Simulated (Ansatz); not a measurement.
# AlFGaH3OSi: one species, many methods

The task here is to estimate one member of a computed series from the others.

The runs use Ansatz 0.2.0, Gaussian basis; functionals in def2-TZVPP, the program's frozen cores in correlated methods.

Plan: LDA (SPW92), PBE-D4, revPBE-D4, BLYP-D4, r2SCAN-D4, B97M-V, PBE0-D4, B3LYP-D4, r2SCANh-D4, r2SCAN0-D4, HSE06-D4, BHLYP-D4, CAM-B3LYP-D4, LC-ωPBE, ωB97X-V, ωB97M-V, B2PLYP, PBE-QIDH; CCSD(T)/def2-SVP; CCSD(T)/def2-TZVPP; MP2/def2-QZVPP; extrapolation to the limit; RPA on PBE.

## The geometry

An earlier PBE0-D4 in a triple-zeta def2 set relaxation fixed the geometry.

SMILES `F[SiH2][Al]1[O][GaH]1`, 8 atoms, charge 0, spin multiplicity 1.

Atoms are counted from 1 here; the program's logs count them from 0.

Bond lengths: F1–Si2 1.609 Å, Si2–Al3 2.476 Å, Si2–H6 1.489 Å, Si2–H7 1.488 Å, Al3–O4 1.707 Å, Al3–Ga5 2.349 Å, O4–Ga5 1.884 Å, Ga5–H8 1.567 Å. Angles: F1–Si2–Al3 108.7°, F1–Si2–H6 107.6°, F1–Si2–H7 107.6°, Al3–Si2–H6 112.2°, Al3–Si2–H7 112.2°, H6–Si2–H7 108.4°, Si2–Al3–O4 134.3°, Si2–Al3–Ga5 173.2°, O4–Al3–Ga5 52.5°, Al3–O4–Ga5 81.5°, Al3–Ga5–O4 46.0°, Al3–Ga5–H8 165.8°, O4–Ga5–H8 119.8°.

Set-up of the first run:

in.yaml reads:

```yaml
crystal:
  periodic: [false, false, false]
  atoms:
    - {symbol: F, position_ang: [0.007156, 2.159854, 2.013147]}
    - {symbol: Si, position_ang: [0.670831, 1.739399, 0.608661]}
    - {symbol: Al, position_ang: [-0.236097, -0.461852, -0.071448]}
    - {symbol: O, position_ang: [0.009612, -1.489322, -1.412421]}
    - {symbol: Ga, position_ang: [-1.246394, -2.541897, -0.482488]}
    - {symbol: H, position_ang: [0.351242, 2.807377, -0.377710]}
    - {symbol: H, position_ang: [2.146415, 1.703897, 0.800811]}
    - {symbol: H, position_ang: [-1.702756, -3.917447, -1.078552]}
basis:
  gaussian: {orbitals: def2-TZVPP}
hamiltonian: {xc: lda}
output: {orbitals: {seedname: orbitals}}
```

Run with:

```bash
ansatz run in.yaml --threads 4 --pin off --events-out ev --progress --plain --max-ram 10444MiB
```

Steps of the session up to this table: LDA; PBE-D4 (GGA); revPBE-D4 (GGA); BLYP-D4 (GGA); r2SCAN-D4 (meta-GGA); B97M-V (meta-GGA); PBE0-D4 (hybrid); B3LYP-D4 (hybrid); r2SCANh-D4 (hybrid); r2SCAN0-D4 (hybrid); HSE06-D4 (hybrid); BHLYP-D4 (hybrid); CAM-B3LYP-D4 (range-separated); LC-ωPBE (range-separated); ωB97X-V (range-separated); ωB97M-V (range-separated); B2PLYP (double hybrid); PBE-QIDH (double hybrid).

One table of the session follows, with a row left open; its other results are not shown here.

It belongs to the step «Frontier levels by functional». 

```
  functional  HOMO (eV)  LUMO (eV)  gap (eV)
 LDA (SPW92)      -5.21      -2.99      2.22
      PBE-D4      -5.07      -2.80      2.27
   revPBE-D4      -5.01      -2.71      2.29
     BLYP-D4      -4.94      -2.66      2.28
   r2SCAN-D4      -5.26      -2.68      2.57
      B97M-V      -5.26      -2.74      2.52
     PBE0-D4      -6.01      -2.07      3.94
    B3LYP-D4      -5.85      -2.23      3.62
  r2SCANh-D4      -5.61      -2.41      3.20
  r2SCAN0-D4      -6.14      -2.01      4.12
    HSE06-D4      -5.63      -2.44      3.19
    BHLYP-D4      -6.85      -1.27      5.58
CAM-B3LYP-D4      -7.17      -1.06      6.11
     LC-ωPBE      -8.32      -0.05      8.27
     ωB97X-V      -8.05      -0.13      7.92
     ωB97M-V          ?          ?         ?
```

Q: Estimate the row for ωB97M-V from the others.

The run gave: HOMO (eV): -7.90; LUMO (eV): -0.31; gap (eV): 7.59. In the column «HOMO (eV)» it lies between ωB97X-V (-8.05) and CAM-B3LYP-D4 (-7.17).
